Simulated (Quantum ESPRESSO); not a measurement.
# CaB2 (P6/mmm) in Quantum ESPRESSO: reference runs

How does CaB2 come out in PBE? The cell is run as given and disturbed.

Everything below comes from runs of Quantum ESPRESSO 7.5. Logs are shortened: lines on timing, memory, paths and dates and some standing lists are left out, and cuts for length are marked.

## 1. The structure

The structure is hexagonal, space group P6/mmm (No. 191). The conventional cell has a = 3.226 Å, b = 3.226 Å, c = 4.067 Å, α = 90.00°, β = 90.00°, γ = 120.00°. Ca (site symmetry 6/mmm) has 12 B at 2.76 Å as nearest neighbours. B (site symmetry -6m2) is surrounded by 3 B at 1.86 Å.

The cell comes from a database or a generator and needn't be the stable form of this composition.

## 2. Single point, PBE

File pw.in:

```
&CONTROL
  calculation = 'scf'
  prefix = 'pwscf'
  outdir = './tmp'
  pseudo_dir = './pseudo'
  tprnfor = .true.
  tstress = .true.
  disk_io = 'low'
/
&SYSTEM
  ibrav = 0
  nat = 3
  ntyp = 2
  ecutwfc = 55
  ecutrho = 440
  nbnd = 14
  occupations = 'smearing'
  smearing = 'fd'
  degauss = 0.00367493
/
&ELECTRONS
  conv_thr = 6d-10
  electron_maxstep = 120
  mixing_beta = 0.5
/
ATOMIC_SPECIES
Ca    40.0780 Ca_pbe_v1.uspp.F.UPF
B     10.8100 b_pbe_v1.4.uspp.F.UPF
CELL_PARAMETERS angstrom
   3.2264302843    0.0000000000    0.0000000000
  -1.6132151421    2.7941705897    0.0000000000
   0.0000000000    0.0000000000    4.0673920000
ATOMIC_POSITIONS crystal
Ca     0.0000000000    0.0000000000    0.0000000000
B      0.6666666667    0.3333333333    0.5000000000
B      0.3333333333    0.6666666667    0.5000000000
K_POINTS automatic
9 9 7 0 0 0
```

File pp_density.in:

```
&INPUTPP
  prefix = 'pwscf'
  outdir = './tmp'
  filplot = 'density.dat'
  plot_num = 0
/
&PLOT
  nfile = 1
  filepp(1) = 'density.dat'
  iflag = 3
  output_format = 6
  fileout = 'density.cube'
/
```

File pp_potential.in:

```
&INPUTPP
  prefix = 'pwscf'
  outdir = './tmp'
  filplot = 'potential.dat'
  plot_num = 11
/
&PLOT
  nfile = 1
  filepp(1) = 'potential.dat'
  iflag = 3
  output_format = 6
  fileout = 'potential.cube'
/
```

Potentials or basis: SSSP 1.3 efficiency PBE.

The run is started by

```console
> OMP_NUM_THREADS=1 pw.x -in pw.in > pw.out
> OMP_NUM_THREADS=1 pp.x -in pp_density.in > pp_density.out
> OMP_NUM_THREADS=1 pp.x -in pp_potential.in > pp_potential.out
```

pw.out:

```text
This program is part of the open-source Quantum ESPRESSO suite
     for quantum simulation of materials; please cite
         "P. Giannozzi et al., J. Phys.:Condens. Matter 21 395502 (2009);
         "P. Giannozzi et al., J. Phys.:Condens. Matter 29 465901 (2017);
         "P. Giannozzi et al., J. Chem. Phys. 152 154105 (2020);
     in publications or presentations arising from this work. More details at

     Message from routine setup:
     using ibrav=0 with symmetry is DISCOURAGED, use correct ibrav instead

     G-vector sticks info
     --------------------
     sticks:   dense  smooth     PW     G-vecs:    dense   smooth      PW
     Sum        1135     559    163                38589    13579    2271

     Using Slab Decomposition

     bravais-lattice index     =            0
     lattice parameter (alat)  =       6.0971  a.u.
     unit-cell volume          =     247.4502 (a.u.)^3
     number of atoms/cell      =            3
     number of atomic types    =            2
     number of electrons       =        16.00
     number of Kohn-Sham states=           14
     kinetic-energy cutoff     =      55.0000  Ry
     charge density cutoff     =     440.0000  Ry
     scf convergence threshold =      6.0E-10
     mixing beta               =       0.5000
     number of iterations used =            8  plain     mixing
     Exchange-correlation=  SLA  PW   PBX  PBC
                           (   1   4   3   4   0   0   0)

     celldm(1)=   6.097070  celldm(2)=   0.000000  celldm(3)=   0.000000
     celldm(4)=   0.000000  celldm(5)=   0.000000  celldm(6)=   0.000000

     crystal axes: (cart. coord. in units of alat)
               a(1) = (   1.000000   0.000000   0.000000 )
               a(2) = (  -0.500000   0.866025   0.000000 )
               a(3) = (   0.000000   0.000000   1.260648 )

     reciprocal axes: (cart. coord. in units 2 pi/alat)
               b(1) = (  1.000000  0.577350 -0.000000 )
               b(2) = (  0.000000  1.154701  0.000000 )
               b(3) = (  0.000000 -0.000000  0.793243 )

     PseudoPot. # 1 for Ca read from file:
     Ca_pbe_v1.uspp.F.UPF
     Pseudo is Ultrasoft + core correction, Zval = 10.0
     Generated by new atomic code, or converted to UPF format
     Using radial grid of  845 points,  6 beta functions with:
                l(1) =   0
                l(2) =   0
                l(3) =   1
                l(4) =   1
                l(5) =   2
                l(6) =   2
     Q(r) pseudized with  8 coefficients,  rinner =    1.500   1.500   1.500
                                                       1.500   1.500

     PseudoPot. # 2 for B  read from file:
     b_pbe_v1.4.uspp.F.UPF
     Pseudo is Ultrasoft + core correction, Zval =  3.0
     Generated by new atomic code, or converted to UPF format
     Using radial grid of  781 points,  4 beta functions with:
                l(1) =   0
                l(2) =   0
                l(3) =   1
                l(4) =   1
     Q(r) pseudized with  8 coefficients,  rinner =    1.100   1.100   1.100

     atomic species   valence    mass     pseudopotential
     Ca               10.00    40.07800     Ca( 1.00)
     B                 3.00    10.81000     B ( 1.00)

     24 Sym. Ops., with inversion, found

   Cartesian axes

     site n.     atom                  positions (alat units)
         1        Ca     tau(   1) = (   0.0000000   0.0000000   0.0000000  )
         2        B      tau(   2) = (   0.5000000   0.2886751   0.6303239  )
         3        B      tau(   3) = (  -0.0000000   0.5773503   0.6303239  )

     number of k points=    48  Fermi-Dirac smearing, width (Ry)=  0.0037
                       cart. coord. in units 2pi/alat
        k(    1) = (   0.0000000   0.0000000   0.0000000), wk =   0.0035273
        k(    2) = (   0.0000000   0.0000000   0.1133204), wk =   0.0070547
        k(    3) = (   0.0000000   0.0000000   0.2266409), wk =   0.0070547
        k(    4) = (   0.0000000   0.0000000   0.3399613), wk =   0.0070547
        k(    5) = (   0.0000000   0.1283001   0.0000000), wk =   0.0211640
        k(    6) = (   0.0000000   0.1283001   0.1133204), wk =   0.0423280
[... 40 lines left out ...]
        k(   47) = (   0.3333333   0.5773503   0.2266409), wk =   0.0141093
        k(   48) = (   0.3333333   0.5773503   0.3399613), wk =   0.0141093

     Dense  grid:    38589 G-vectors     FFT dimensions: (  45,  45,  54)

     Smooth grid:    13579 G-vectors     FFT dimensions: (  30,  30,  40)

     Check: negative core charge=   -0.000001

     Initial potential from superposition of free atoms

     starting charge      15.9940, renormalised to      16.0000
     Starting wfcs are   18 randomized atomic wfcs

     Self-consistent Calculation

     iteration #  1     ecut=    55.00 Ry     beta= 0.50
     Davidson diagonalization with overlap
     ethr =  1.00E-02,  avg # of iterations =  2.3

     total energy              =     -87.68261070 Ry
     estimated scf accuracy    <       0.22117973 Ry

     iteration #  2     ecut=    55.00 Ry     beta= 0.50
     Davidson diagonalization with overlap
     ethr =  1.38E-03,  avg # of iterations =  2.1

     total energy              =     -87.73462627 Ry
     estimated scf accuracy    <       0.03355446 Ry

     iteration #  3     ecut=    55.00 Ry     beta= 0.50
     Davidson diagonalization with overlap
     ethr =  2.10E-04,  avg # of iterations =  1.9

     total energy              =     -87.74283684 Ry
     estimated scf accuracy    <       0.00179879 Ry

     iteration #  4     ecut=    55.00 Ry     beta= 0.50
     Davidson diagonalization with overlap
     ethr =  1.12E-05,  avg # of iterations =  4.7

     total energy              =     -87.74309996 Ry
     estimated scf accuracy    <       0.00007045 Ry

     iteration #  5     ecut=    55.00 Ry     beta= 0.50
     Davidson diagonalization with overlap
     ethr =  4.40E-07,  avg # of iterations =  3.2

     total energy              =     -87.74310982 Ry
     estimated scf accuracy    <       0.00000174 Ry

     iteration #  6     ecut=    55.00 Ry     beta= 0.50
     Davidson diagonalization with overlap
     ethr =  1.09E-08,  avg # of iterations =  2.9

     total energy              =     -87.74311045 Ry
     estimated scf accuracy    <       0.00000023 Ry

     iteration #  7     ecut=    55.00 Ry     beta= 0.50
     Davidson diagonalization with overlap
     ethr =  1.44E-09,  avg # of iterations =  2.0

     total energy              =     -87.74311049 Ry
     estimated scf accuracy    <       0.00000001 Ry

     iteration #  8     ecut=    55.00 Ry     beta= 0.50
     Davidson diagonalization with overlap
     ethr =  9.14E-11,  avg # of iterations =  2.5

     total energy              =     -87.74311050 Ry
     estimated scf accuracy    <          2.4E-09 Ry

     iteration #  9     ecut=    55.00 Ry     beta= 0.50
     Davidson diagonalization with overlap
     ethr =  1.48E-11,  avg # of iterations =  1.6

     End of self-consistent calculation

          k = 0.0000 0.0000 0.0000 (  1693 PWs)   bands (ev):

   -30.3563 -11.3585 -11.1478 -11.1478  -1.0155   7.5867   9.7336   9.7336
     9.8053  14.7964  14.7964  15.6450  15.6450  16.2755

          k = 0.0000 0.0000 0.1133 (  1704 PWs)   bands (ev):

   -30.3554 -11.3868 -11.1467 -11.1467  -0.8535   6.8050   9.8204   9.8204
    10.6098  14.5556  14.5556  14.8563  14.8563  16.3288

          k = 0.0000 0.0000 0.2266 (  1698 PWs)   bands (ev):

   -30.3535 -11.4493 -11.1443 -11.1443  -0.4482   5.6306  10.0414  10.0414
    11.8395  14.0166  14.0166  14.0997  14.0997  16.4796

          k = 0.0000 0.0000 0.3400 (  1686 PWs)   bands (ev):

   -30.3519 -11.4983 -11.1424 -11.1424  -0.0611   4.8328  10.2564  10.2564
    12.6846  13.5694  13.5694  13.7036  13.7036  16.6697

          k = 0.0000 0.1283 0.0000 (  1709 PWs)   bands (ev):

   -30.3434 -11.3401 -11.2427 -11.1675  -0.8031   7.6028   8.9054   9.5132
    10.0727  14.1919  14.7368  15.5154  15.6232  16.3569

          k = 0.0000 0.1283 0.1133 (  1712 PWs)   bands (ev):

   -30.3425 -11.3674 -11.2408 -11.1663  -0.6528   6.9202   8.9678   9.5550
    10.7683  13.8048  14.3714  15.3758  15.3961  16.7363

          k = 0.0000 0.1283 0.2266 (  1703 PWs)   bands (ev):

   -30.3406 -11.4272 -11.2370 -11.1637  -0.2801   5.8417   9.1193   9.6509
    11.8986  13.2087  13.9272  14.7019  14.9220  17.2328

          k = 0.0000 0.1283 0.3400 (  1703 PWs)   bands (ev):

   -30.3390 -11.4740 -11.2343 -11.1616   0.0692   5.1070   9.2565   9.7293
    12.6766  12.9462  13.7735  14.0854  14.4508  17.3420

          k = 0.0000 0.2566 0.0000 (  1697 PWs)   bands (ev):

   -30.3105 -11.4753 -11.2933 -11.2171  -0.1906   7.1914   7.6716   9.0101
    10.6216  13.4979  14.8183  15.1096  15.2110  16.1835

          k = 0.0000 0.2566 0.1133 (  1704 PWs)   bands (ev):

   -30.3096 -11.4729 -11.3167 -11.2157  -0.0730   7.0388   7.4196   8.9767
    10.9864  13.1286  14.6868  15.2997  15.6695  16.0998

          k = 0.0000 0.2566 0.2266 (  1701 PWs)   bands (ev):

   -30.3078 -11.4670 -11.3690 -11.2124   0.2096   6.3721   7.3718   8.8998
    11.4300  12.8930  14.4866  15.3485  15.8096  16.3981

          k = 0.0000 0.2566 0.3400 (  1700 PWs)   bands (ev):

   -30.3063 -11.4611 -11.4114 -11.2099   0.4602   5.8567   7.3975   8.8367
    11.3977  13.4245  14.4777  14.5153  15.6310  17.5119

          k = 0.0000 0.3849 0.0000 (  1704 PWs)   bands (ev):

   -30.2727 -11.7281 -11.2727 -11.2394   0.7691   5.3394   7.8139   8.5192
    10.6826  13.4962  14.0378  14.8981  15.9097  15.9859

          k = 0.0000 0.3849 0.1133 (  1702 PWs)   bands (ev):

   -30.2719 -11.7242 -11.2710 -11.2596   0.8374   5.3334   7.6956   8.4363
    10.5993  13.2043  14.5785  15.0234  16.0274  16.4134
[... 123 lines left out ...]
   -30.2536 -11.7244 -11.3961 -11.2759   1.4461   5.2436   6.6952   7.8377
    10.3516  13.5172  15.1894  15.6803  16.8452  16.8853

          k = 0.2222 0.3849 0.3400 (  1709 PWs)   bands (ev):

   -30.2522 -11.7170 -11.3919 -11.3090   1.5066   5.2307   6.8480   7.5416
     9.9795  14.4138  15.6672  15.9697  16.3361  17.1739

          k = 0.2222 0.5132 0.0000 (  1705 PWs)   bands (ev):

   -30.2369 -11.7908 -11.5038 -11.1887   2.5020   4.0036   6.0282   8.5198
    10.6553  12.2917  13.7025  16.2460  17.1781  18.3487

          k = 0.2222 0.5132 0.1133 (  1705 PWs)   bands (ev):

   -30.2362 -11.7867 -11.5010 -11.2056   2.4791   4.0049   6.0676   8.5407
    10.1857  13.0152  14.0032  15.9797  17.2807  17.9405

          k = 0.2222 0.5132 0.2266 (  1714 PWs)   bands (ev):

   -30.2346 -11.7774 -11.4947 -11.2432   2.4100   4.0194   6.1992   8.5489
     9.6086  14.2109  14.8488  15.6460  17.2360  17.3867

          k = 0.2222 0.5132 0.3400 (  1707 PWs)   bands (ev):

   -30.2333 -11.7698 -11.4895 -11.2731   2.3414   4.0353   6.3598   8.4948
     9.3189  14.9819  15.6844  16.0363  16.6819  17.0737

          k = 0.3333 0.5774 0.0000 (  1713 PWs)   bands (ev):

   -30.2303 -11.6754 -11.6754 -11.1794   3.5060   3.5060   5.1407   9.4033
     9.4033  13.2268  13.2268  15.8181  18.2712  18.2712

          k = 0.3333 0.5774 0.1133 (  1722 PWs)   bands (ev):

   -30.2295 -11.6718 -11.6718 -11.1957   3.4475   3.4475   5.2822   9.3084
     9.3084  13.6344  13.6344  15.8060  18.0227  18.0227

          k = 0.3333 0.5774 0.2266 (  1716 PWs)   bands (ev):

   -30.2280 -11.6637 -11.6637 -11.2319   3.3191   3.3191   5.6210   9.1440
     9.1440  14.6262  14.6262  15.6474  17.4900  17.4900

          k = 0.3333 0.5774 0.3400 (  1698 PWs)   bands (ev):

   -30.2267 -11.6572 -11.6572 -11.2607   3.2189   3.2189   5.9181   9.0446
     9.0446  15.3227  15.7585  15.7585  16.8268  16.8268

     the Fermi energy is     9.3566 ev

!    total energy              =     -87.74311050 Ry
     estimated scf accuracy    <          2.5E-10 Ry
     smearing contrib. (-TS)   =      -0.00057742 Ry
     internal energy E=F+TS    =     -87.74253308 Ry

     The total energy is F=E-TS. E is the sum of the following terms:
     one-electron contribution =     -16.54527263 Ry
     hartree contribution      =      14.91781485 Ry
     xc contribution           =     -17.86491073 Ry
     ewald contribution        =     -68.25016457 Ry

     convergence has been achieved in   9 iterations

     Forces acting on atoms (cartesian axes, Ry/au):

     atom    1 type  1   force =     0.00000000    0.00000000    0.00000000
     atom    2 type  2   force =     0.00000000    0.00000000   -0.00000000
     atom    3 type  2   force =     0.00000000    0.00000000    0.00000000

     Total force =     0.000000     Total SCF correction =     0.000000

     Computing stress (Cartesian axis) and pressure

          total   stress  (Ry/bohr**3)                   (kbar)     P=       -5.24
  -0.00005436   0.00000000   0.00000000           -8.00        0.00        0.00
   0.00000000  -0.00005436   0.00000000            0.00       -8.00        0.00
   0.00000000   0.00000000   0.00000190            0.00        0.00        0.28

=------------------------------------------------------------------------------=
   JOB DONE.
=------------------------------------------------------------------------------=
```

Run time: 21 s. Hardware: 1 thread of Arm Neoverse V1, shared host; peak memory 0.19 GiB.

Results:

- Free energy: -1193.8058 eV
- Pressure: -0.5 GPa
- Band gap on the k mesh: none (metal or under the smearing width)

Stress tensor (GPa, compression positive):
```
-0.80  0.00  0.00
 0.00 -0.80  0.00
 0.00  0.00  0.03
```

(Continued in part 2 of 2.)
